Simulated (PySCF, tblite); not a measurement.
# C7H6N2S: geometry, infrared bands and NMR shifts

What infrared bands and NMR shifts should C7H6N2S (`C#Cc1cnncc1SC`) show?

Programs: tblite 0.8.0 and PySCF 2.14.0, with density-fitted response routines of our own. Each step states its level of theory. These are calculated values for one molecule in the gas phase, unless marked as measured. Atoms count from 0, in the outputs and in this text.

**1. The starting structure**

16 atoms, charge 0, multiplicity 1; geometry from: force field or distance geometry start.

Bonds of the start (Å): C0–C1 1.21, C1–C2 1.42, C2–C3 1.40, C3–N4 1.37, N4–N5 1.33, N5–C6 1.35, C6–C7 1.39, C7–S8 1.78, S8–C9 1.80, C7–C2 1.37, C0–H10 1.07, C3–H11 1.09, C6–H12 1.10, C9–H13 1.11, C9–H14 1.12, C9–H15 1.10.

**2. Optimising the geometry with GFN2-xTB**

What the job is given:

```
{"job": {"kind": "relax", "xc": "GFN2-xTB", "basis": "xTB"}, "charge": 0, "multiplicity": 1}
C     -0.384500     2.853500     0.484700
C     -0.724300     1.721100     0.248100
C     -1.087200     0.372500    -0.030100
C     -2.281900     0.136900    -0.723200
N     -2.628800    -1.158600    -0.978100
N     -1.843300    -2.169400    -0.603700
C     -0.685500    -1.946200     0.056400
C     -0.273300    -0.660500     0.369100
S      1.261900    -0.417500     1.245300
C      2.670400    -0.231500     0.144600
H     -0.113600     3.868300     0.686800
H     -2.939900     0.951600    -1.032800
H     -0.046700    -2.773000     0.384300
H      2.665500     0.722800    -0.423900
H      3.619500    -0.215600     0.744200
H      2.784200    -1.045600    -0.583000
```

On the command line:

```
$ OMP_NUM_THREADS=1 python probes_run.py task.json out
```

This one command runs all jobs of the session in turn.

Log:

```text
step      E/eV     max force
  0    -734.63719    2.579
  1    -734.85850    1.022
  2    -734.91780    0.727
  3    -734.96865    0.589
  4    -734.99081    1.678
  5    -735.01319    1.107
  6    -735.02765    0.365
  7    -735.03503    0.194
  8    -735.04097    0.291
  9    -735.04841    0.283
 10    -735.05506    0.219
 11    -735.06015    0.200
 12    -735.06433    0.222
 13    -735.06961    0.230
 14    -735.07702    0.250
 15    -735.08543    0.220
 16    -735.09173    0.181
 17    -735.09495    0.146
 18    -735.09679    0.120
 19    -735.09875    0.114
 20    -735.10089    0.129
 21    -735.10283    0.128
 22    -735.10450    0.101
 23    -735.10620    0.099
 24    -735.10807    0.138
 25    -735.11015    0.167
 26    -735.11241    0.167
 27    -735.11476    0.143
 28    -735.11716    0.131
 29    -735.11932    0.121
 30    -735.12076    0.087
 31    -735.12158    0.060
 32    -735.12201    0.048
 33    -735.12235    0.049
 34    -735.12277    0.059
 35    -735.12318    0.057
 36    -735.12349    0.038
 37    -735.12372    0.038
 38    -735.12399    0.046
 39    -735.12434    0.062
 40    -735.12471    0.055
 41    -735.12502    0.043
 42    -735.12528    0.040
 43    -735.12555    0.052
 44    -735.12583    0.062
 45    -735.12608    0.049
 46    -735.12627    0.042
 47    -735.12643    0.036
 48    -735.12659    0.039
 49    -735.12673    0.036
 50    -735.12687    0.040
 51    -735.12704    0.046
 52    -735.12732    0.049
 53    -735.12781    0.067
 54    -735.12853    0.079
 55    -735.12934    0.065
 56    -735.12994    0.056
 57    -735.13032    0.045
 58    -735.13056    0.036
 59    -735.13070    0.026
 60    -735.13077    0.015
 61    -735.13082    0.014
 62    -735.13087    0.015
 63    -735.13092    0.021
 64    -735.13099    0.022
 65    -735.13108    0.024
 66    -735.13122    0.028
 67    -735.13142    0.036
 68    -735.13166    0.042
 69    -735.13196    0.045
 70    -735.13233    0.054
 71    -735.13287    0.066
 72    -735.13379    0.085
 73    -735.13534    0.128
 74    -735.13756    0.150
 75    -735.14073    0.146
 76    -735.14400    0.147
 77    -735.14104    0.261
 78    -735.14700    0.137
 79    -735.14844    0.136
 80    -735.15078    0.113
 81    -735.15532    0.237
 82    -735.15848    0.117
 83    -735.16081    0.088
 84    -735.16445    0.227
 85    -735.16646    0.143
 86    -735.16939    0.108
 87    -735.17179    0.164
 88    -735.17402    0.149
 89    -735.17615    0.218
 90    -735.17777    0.120
 91    -735.17884    0.064
 92    -735.17954    0.072
 93    -735.18054    0.067
 94    -735.18140    0.093
 95    -735.18214    0.095
 96    -735.18286    0.094
 97    -735.18375    0.072
 98    -735.18463    0.071
 99    -735.18551    0.085
100    -735.18630    0.076
101    -735.18705    0.060
102    -735.18770    0.049
103    -735.18805    0.048
104    -735.18833    0.041
105    -735.18849    0.043
106    -735.18865    0.038
107    -735.18887    0.046
108    -735.18919    0.047
109    -735.18942    0.076
110    -735.18963    0.088
111    -735.18995    0.045
112    -735.19050    0.092
113    -735.19106    0.083
114    -735.19175    0.064
115    -735.19252    0.067
116    -735.19317    0.067
117    -735.19368    0.053
118    -735.19400    0.034
119    -735.19407    0.056
120    -735.19428    0.028
121    -735.19437    0.027
122    -735.19448    0.022
123    -735.19454    0.019
124    -735.19465    0.028
125    -735.19480    0.031
126    -735.19509    0.049
127    -735.19559    0.065
128    -735.19637    0.091
129    -735.19750    0.090
130    -735.19874    0.134
131    -735.19978    0.128
132    -735.20107    0.155
133    -735.20241    0.086
134    -735.20393    0.093
135    -735.20635    0.204
136    -735.20839    0.090
137    -735.20969    0.215
138    -735.21046    0.243
139    -735.21225    0.195
140    -735.21440    0.174
141    -735.21636    0.150
142    -735.21862    0.193
143    -735.22129    0.110
144    -735.21950    0.414
145    -735.22407    0.054
146    -735.22548    0.049
147    -735.21978    0.522
148    -735.22740    0.052
149    -735.22823    0.037
150    -735.22420    0.411
151    -735.22900    0.028
152    -735.22935    0.024
153    -735.22957    0.102
154    -735.22982    0.043
155    -735.22990    0.023
156    -735.23011    0.027
157    -735.23018    0.027
158    -735.23036    0.033
159    -735.23057    0.043
160    -735.23080    0.039
161    -735.23104    0.041
162    -735.23123    0.056
163    -735.23142    0.036
164    -735.23159    0.034
165    -735.23187    0.052
166    -735.23203    0.031
167    -735.23216    0.029
168    -735.23222    0.030
169    -735.23228    0.022
170    -735.23233    0.023
171    -735.23238    0.022
172    -735.23244    0.016
173    -735.23250    0.023
174    -735.23257    0.026
175    -735.23261    0.024
176    -735.23266    0.011
177    -735.23270    0.019
178    -735.23272    0.018
179    -735.23274    0.017
180    -735.23275    0.007
```

It took 1.4 s on 1 thread of Arm Neoverse V1, shared host.

Relaxation path: (not every step is listed)

| step | energy from step 0 (eV) | largest force (eV/Å) |
| --- | --- | --- |
| 0 | 0.0000 | 2.5793 |
| 1 | -0.2213 | 1.0221 |
| 2 | -0.2806 | 0.7266 |
| 3 | -0.3315 | 0.5893 |
| 4 | -0.3536 | 1.6783 |
| 5 | -0.3760 | 1.1071 |
| 6 | -0.3905 | 0.3653 |
| 7 | -0.3978 | 0.1938 |
| 8 | -0.4038 | 0.2906 |
| 24 | -0.4709 | 0.1383 |
| 40 | -0.4875 | 0.0549 |
| 56 | -0.4928 | 0.0558 |
| 72 | -0.4966 | 0.0850 |
| 88 | -0.5368 | 0.1493 |
| 104 | -0.5511 | 0.0406 |
| 120 | -0.5571 | 0.0284 |
| 136 | -0.5712 | 0.0904 |
| 152 | -0.5922 | 0.0236 |
| 168 | -0.5950 | 0.0299 |
| 175 | -0.5954 | 0.0238 |
| 176 | -0.5955 | 0.0112 |
| 177 | -0.5955 | 0.0186 |
| 178 | -0.5955 | 0.0180 |
| 179 | -0.5956 | 0.0175 |
| 180 | -0.5956 | 0.0075 |

Close pairs (by a distance rule), those that changed most:

| bond | before (Å) | after (Å) | change (Å) |
| --- | --- | --- | --- |
| C3–N4 | 1.365 | 1.309 | -0.056 |
| N5–C6 | 1.351 | 1.307 | -0.044 |
| C9–H14 | 1.123 | 1.086 | -0.037 |
| C7–S8 | 1.784 | 1.752 | -0.032 |
| N4–N5 | 1.334 | 1.306 | -0.027 |
| C9–H13 | 1.111 | 1.085 | -0.026 |
| C6–C7 | 1.386 | 1.410 | +0.024 |
| C2–C7 | 1.374 | 1.397 | +0.023 |

The end geometry stands in the next job.

**3. Harmonic vibrations with GFN2-xTB**

What the job is given:

```
{"job": {"kind": "ir", "xc": "GFN2-xTB", "basis": "xTB"}, "charge": 0, "multiplicity": 1}
C      0.091541     2.636352    -0.152249
C     -0.220298     1.475460    -0.147467
C     -0.764655     0.173371    -0.185397
C     -2.129057     0.062182    -0.528411
N     -2.782079    -1.069987    -0.598846
N     -2.167161    -2.192751    -0.338508
C     -0.900729    -2.192295    -0.013640
C     -0.108675    -1.030350     0.083675
S      1.560549    -1.318452     0.532640
C      2.400755     0.290946     0.509891
H      0.428153     3.629761    -0.139569
H     -2.696429     0.955019    -0.751678
H     -0.459925    -3.158509     0.186661
H      1.977640     0.943225     1.266205
H      3.438618     0.070424     0.742302
H      2.324152     0.734548    -0.477019
```

Log:

```text
mode    cm-1     km/mol
  1      14.4      1.71
  2     101.1      0.35
  3     137.3      0.62
  4     164.9      6.72
  5     196.6      1.16
  6     201.9      0.41
  7     268.9      0.16
  8     291.4      6.48
  9     372.7      1.35
 10     417.2      1.19
 11     486.6      0.18
 12     518.1      3.88
 13     528.3      1.93
 14     653.2     13.68
 15     663.2     14.14
 16     691.8     37.30
 17     714.3      0.29
 18     731.4      6.77
 19     828.0     16.11
 20     863.1      3.19
 21     901.7      0.02
 22     939.2      0.97
 23     949.0      4.98
 24    1068.2     74.62
 25    1092.7     14.69
 26    1178.1     19.51
 27    1221.2     18.57
 28    1265.6     30.34
 29    1306.9     10.19
 30    1315.7      0.27
 31    1392.2     65.88
 32    1437.4      8.71
 33    1439.8      7.70
 34    1485.6    112.86
 35    1511.4      9.60
 36    2237.6      0.96
 37    3044.0      1.22
 38    3054.0      1.17
 39    3056.4      4.23
 40    3073.4     21.46
 41    3077.2     10.10
 42    3396.3      9.85
```

Wall time 0.62 s (1 thread of Arm Neoverse V1, shared host).

The strongest bands and the atoms that carry them (share of the mass-weighted mode):

```csv
cm⁻¹,km/mol,atoms
692,37.3,"C3 27 %, C6 23 %, C7 14 %"
1068,74.6,"C7 36 %, N5 27 %, C3 25 %"
1178,19.5,"H12 25 %, C7 18 %, C2 17 %, H11 13 %"
1221,18.6,"H11 44 %, H12 23 %, C2 18 %"
1266,30.3,"N5 28 %, C6 17 %, C2 14 %, H12 13 %"
1392,65.9,"C6 17 %, C3 17 %, N4 16 %, N5 16 %"
1486,112.9,"C6 27 %, C2 27 %, N5 19 %, C7 18 %"
3073,21.5,H11 92 %
```

**4. Shielding tensors: PBE0/pcSseg-1**

Same as in step 3 but for these lines:

```diff
@@ -1,2 +1,2 @@
-{"job": {"kind": "ir", "xc": "GFN2-xTB", "basis": "xTB"}, "charge": 0, "multiplicity": 1}
+{"job": {"kind": "nmr", "xc": "PBE0", "basis": "pcSseg-1"}, "charge": 0, "multiplicity": 1}
 C      0.091541     2.636352    -0.152249
```

Method: GIAO PBE0/pcSseg-1 NMR shielding, non-relativistic, gas phase.

Log:

```text
coarse grid: 15072 points
cycle   1  E = -777.1768858821  dE =  1.867e+00  |g| = 4.095e-01  |ddm| = 4.337e+00
cycle   2  E = -777.1624504042  dE =  1.444e-02  |g| = 4.724e-01  |ddm| = 1.392e+00
cycle   3  E = -777.2077153024  dE = -4.526e-02  |g| = 2.028e-01  |ddm| = 8.538e-01
cycle   4  E = -777.2173541080  dE = -9.639e-03  |g| = 5.680e-02  |ddm| = 2.389e-01
cycle   5  E = -777.2180747923  dE = -7.207e-04  |g| = 1.941e-02  |ddm| = 7.662e-02
cycle   6  E = -777.2181505242  dE = -7.573e-05  |g| = 8.217e-03  |ddm| = 2.414e-02
cycle   7  E = -777.2181675394  dE = -1.702e-05  |g| = 2.074e-03  |ddm| = 1.041e-02
cycle   8  E = -777.2181686096  dE = -1.070e-06  |g| = 4.675e-04  |ddm| = 2.883e-03
final grid: 144424 points
cycle   9  E = -777.2783566100  dE = -4.311e-05  |g| = 8.837e-03  |ddm| = 7.310e-02
cycle  10  E = -777.2783414282  dE =  1.518e-05  |g| = 1.168e-02  |ddm| = 2.697e-02
cycle  11  E = -777.2783758320  dE = -3.440e-05  |g| = 2.014e-03  |ddm| = 1.694e-02
cycle  12  E = -777.2783768115  dE = -9.794e-07  |g| = 5.164e-04  |ddm| = 2.746e-03
cycle  13  E = -777.2783768743  dE = -6.289e-08  |g| = 1.183e-04  |ddm| = 6.824e-04
cycle  14  E = -777.2783768773  dE = -2.946e-09  |g| = 4.436e-05  |ddm| = 1.603e-04
cycle  15  E = -777.2783768778  dE = -4.859e-10  |g| = 1.244e-05  |ddm| = 6.181e-05
converged SCF energy = -777.2783768778

GIAO shielding tensors (ppm)
atom      isotropic    diamagn.    paramagn.     s11        s22        s33       span
  0 C       88.312     261.207    -172.895     27.233     41.852    195.852    168.619
  1 C      100.908     250.105    -149.197     -0.262      9.965    293.019    293.282
  2 C       68.219     259.153    -190.934    -32.675     67.606    169.724    202.399
  3 C       26.758     241.592    -214.835    -95.417     42.663    133.026    228.443
  4 N     -161.660     319.920    -481.580   -552.490   -186.207    253.716    806.206
  5 N     -182.645     320.789    -503.434   -603.177   -193.363    248.605    851.782
  6 C       35.033     245.734    -210.701    -88.810     52.531    141.378    230.188
  7 C       37.315     262.408    -225.093    -58.941      7.212    163.675    222.615
  8 S      462.760    1055.976    -593.216    335.715    370.463    682.102    346.387
  9 C      165.884     251.282     -85.398    155.899    164.534    177.219     21.320
 10 H       28.546      34.378      -5.833     24.369     25.344     35.924     11.555
 11 H       22.619      29.337      -6.718     18.727     19.790     29.339     10.611
 12 H       22.653      29.067      -6.414     18.376     19.495     30.088     11.711
 13 H       28.007      30.445      -2.438     22.989     26.952     34.080     11.091
 14 H       29.625      28.130       1.495     24.530     26.970     37.374     12.844
 15 H       28.107      30.469      -2.362     23.258     27.044     34.020     10.763
```

Run time: 38 s. Hardware: 1 thread of Arm Neoverse V1, shared host; peak memory 0.92 GiB.

The references, computed at this level on geometries of the same kind, shield at (ppm): 1H TMS 31.72, 13C TMS 186.9, 15N NH3 267.7, 33S CS2 504. Their shielding less the atom's gives the shift. The references are single molecules in the gas phase, so shifts against H2O, NH3, PH3, H3PO4 or CFCl3 are not on the usual liquid scales and can be off by tens of ppm. Atoms listed in one row are averaged.

| atoms | environment | σ (ppm) | δ (ppm) | δ scaled to CDCl3 |
| --- | --- | --- | --- | --- |
| C3 | aromatic CH next to a ring nitrogen | 26.8 | 160.2 | 154.4 |
| C6 | aromatic CH next to a ring nitrogen | 35.0 | 151.9 | 146.3 |
| C7 | aromatic carbon bearing sulfur | 37.3 | 149.6 | 139.7 |
| C2 | substituted aromatic carbon | 68.2 | 118.7 | 113.9 |
| C0 | terminal alkyne carbon | 88.3 | 98.6 | 94.3 |
| C1 | alkyne carbon | 100.9 | 86.0 | 82.0 |
| C9 | methyl carbon bonded to S | 165.9 | 21.0 | 14.2 |
| H11 | hydrogen on an aromatic CH next to a ring nitrogen | 22.62 | 9.10 | 8.68 |
| H12 | hydrogen on an aromatic CH next to a ring nitrogen | 22.65 | 9.06 | 8.65 |
| H10 | hydrogen on a terminal alkyne carbon | 28.55 | 3.17 | 3.10 |
| H13, H14, H15 | hydrogen on a methyl carbon bonded to S | 28.58 | 3.14 | 3.06 |
| N5 | pyridine-type ring nitrogen | -182.6 | 450.4 | – |
| N4 | pyridine-type ring nitrogen | -161.7 | 429.4 | – |
| S8 | sulfide sulfur | 463 | 41 | – |

The scaled column applies a straight-line fit of computed shieldings to shifts measured in CDCl3, with any fitted terms for Cl, Br or S neighbours (root-mean-square error 0.16 ppm for H, 1.9 ppm for C).

The run also stored atomic charges by several schemes (e):

```
atoms  Mulliken    IAO  Hirshfeld  ESP fit
   C0     -0.30  -0.22      -0.08    -0.23
   C1      0.36  -0.04      -0.03    -0.37
   C2     -0.27  -0.05       0.00     0.58
   C3      0.21  -0.01       0.02     0.09
   N4     -0.23  -0.16      -0.12    -0.28
   N5     -0.22  -0.14      -0.10    -0.36
   C6      0.21  -0.04       0.00     0.42
   C7     -0.28  -0.11      -0.01    -0.33
   S8      0.11   0.20       0.06    -0.05
   C9     -0.39  -0.50      -0.11    -0.53
```

Mayer bond orders: C0–C1 2.38, C1–C2 0.99, C2–C3 1.33, C3–N4 1.56, N4–N5 1.26, N5–C6 1.58, C6–C7 1.27, C7–S8 1.14, S8–C9 1.00, C7–C2 1.31.

Ring of atoms C2, C3, N4, N5, C6, C7: NICS(0) -4.7, NICS(1) -9.8, NICS(1)zz -22.3 ppm (means of both faces).

**5. Summary of results**

| quantity | value |
| --- | --- |
| strongest single infrared mode (GFN2-xTB) | 1486 cm⁻¹, 113 km/mol |
| zero-point energy (GFN2-xTB) | 69.0 kcal/mol |
| 13C shifts against TMS (PBE0/pcSseg-1) | 160.2, 151.9, 149.6, 118.7, 98.6, 86.0, 21.0 ppm |
| 1H shifts against TMS (PBE0/pcSseg-1, means over atoms taken as alike) | 9.10, 9.06, 3.17, 3.14 ppm |
| 15N shifts against NH3 (PBE0/pcSseg-1) | 450.4, 429.4 ppm |
| 33S shifts against CS2 (PBE0/pcSseg-1) | 41 ppm |

What this shows: Relaxing lowered the energy by 0.596 eV in 180 steps; the close pair that moved most is C3–N4, from 1.365 to 1.309 Å. No mode is imaginary among the 42: a minimum at this level. The strongest single mode, at 1486 cm⁻¹, is spread over several atoms, C6, C2, N5, C7 among them. GFN2-xTB is a fitted tight-binding method: band positions and strengths are rough. Its intensities can rank the bands wrongly. At PBE0/pcSseg-1: Shielding is most anisotropic at N5 (span 852 ppm, paramagnetic term -503 ppm). NICS(1)zz of -22 ppm above the planar ring from C2 marks a diatropic (aromatic) ring current.
